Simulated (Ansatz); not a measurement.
# C₂H₈SSn: up Jacob's ladder to CCSD(T)

The task here is to estimate one member of a computed series from the others.

The runs use Ansatz 0.2.0, Gaussian basis; functionals in def2-TZVPP, the program's frozen cores in correlated methods.

The runs, in order: PBE-D4, r2SCAN-D4, PBE0-D4, B3LYP-D4, ωB97X-V, ωB97M-V, B2PLYP; CCSD(T)/def2-TZVPP; MP2/def2-QZVPP; extrapolation to the limit.

## Structure used throughout

The geometry comes from an earlier relaxation with PBE0-D4 in a triple-zeta def2 set; it is a stationary point, not always the lowest conformer. Sn takes the def2 core potential; no spin-orbit term is included.

SMILES `CC[S][SnH3]`, 12 atoms, charge 0, spin multiplicity 1.

Atoms are counted from 1 here; the program's logs count them from 0.

Bond lengths: C1–C2 1.514 Å, C1–H5 1.093 Å, C1–H6 1.091 Å, C1–H7 1.094 Å, C2–S3 1.824 Å, C2–H8 1.092 Å, C2–H9 1.093 Å, S3–Sn4 2.396 Å, Sn4–H10 1.702 Å, Sn4–H11 1.709 Å, Sn4–H12 1.709 Å. Angles: C2–C1–H5 111.6°, C2–C1–H6 110.9°, C2–C1–H7 110.4°, H5–C1–H6 107.7°, H5–C1–H7 107.6°, H6–C1–H7 108.5°, C1–C2–S3 114.5°, C1–C2–H8 111.4°, C1–C2–H9 110.5°, S3–C2–H8 109.0°, S3–C2–H9 103.9°, H8–C2–H9 107.0°, C2–S3–Sn4 100.7°, S3–Sn4–H10 106.4°, S3–Sn4–H11 107.2°, S3–Sn4–H12 111.7°, H10–Sn4–H11 112.0°, H10–Sn4–H12 110.2° and more.

The first run:

in.yaml

```yaml
crystal:
  periodic: [false, false, false]
  atoms:
    - {symbol: C, position_ang: [-1.521631, 0.458335, 0.383697]}
    - {symbol: C, position_ang: [-0.647128, -0.643211, 0.942874]}
    - {symbol: S, position_ang: [1.082317, -0.151599, 1.252839]}
    - {symbol: Sn, position_ang: [1.881196, 0.104034, -0.991570]}
    - {symbol: H, position_ang: [-1.191798, 0.767492, -0.611581]}
    - {symbol: H, position_ang: [-1.500086, 1.338597, 1.028355]}
    - {symbol: H, position_ang: [-2.557294, 0.116508, 0.297442]}
    - {symbol: H, position_ang: [-0.656758, -1.525299, 0.298678]}
    - {symbol: H, position_ang: [-1.010436, -0.960675, 1.923179]}
    - {symbol: H, position_ang: [3.580246, 0.041665, -0.906118]}
    - {symbol: H, position_ang: [1.239416, -1.188434, -1.907859]}
    - {symbol: H, position_ang: [1.378758, 1.587286, -1.675936]}
basis:
  gaussian: {orbitals: def2-TZVPP}
hamiltonian: {xc: pbe, dispersion: d4}
output: {forces: true, orbitals: {seedname: orbitals}}
```

Command:

```sh
> ansatz run in.yaml --threads 4 --pin off --events-out ev --progress --plain --max-ram 10444MiB
```

Among the steps run: PBE-D4 (GGA); r2SCAN-D4 (meta-GGA); PBE0-D4 (hybrid); B3LYP-D4 (hybrid); ωB97X-V (range-separated); ωB97M-V (range-separated); B2PLYP (double hybrid); CCSD(T) in def2-TZVPP; MP2 in def2-QZVPP.

One of the session's tables, all rows but one given; the rest of the session is left out.

| method | atomisation energy (kcal/mol) |
| --- | --- |
| PBE-D4 | ? |
| r2SCAN-D4 | 931.3 |
| PBE0-D4 | 930.3 |
| B3LYP-D4 | 928.7 |
| ωB97X-V | 936.3 |
| ωB97M-V | 933.0 |
| B2PLYP | 916.3 |
| HF/def2-TZVPP | 685.2 |
| MP2/def2-TZVPP | 908.7 |
| CCSD/def2-TZVPP | 899.5 |
| CCSD(T)/def2-TZVPP | 911.6 |
| MP2/CBS | 931.6 |
| CCSD(T)/CBS | 934.5 |

**Question.** Estimate the row for PBE-D4.

**Answer.** atomisation energy (kcal/mol): 938.5. In the column «atomisation energy (kcal/mol)» it is the highest.

Limits of these values: Free atoms (2 C, 1 S, 1 Sn, 8 H) were run apart at each level; the atomisation energy is their sum less the molecule, without zero-point or spin-orbit terms.
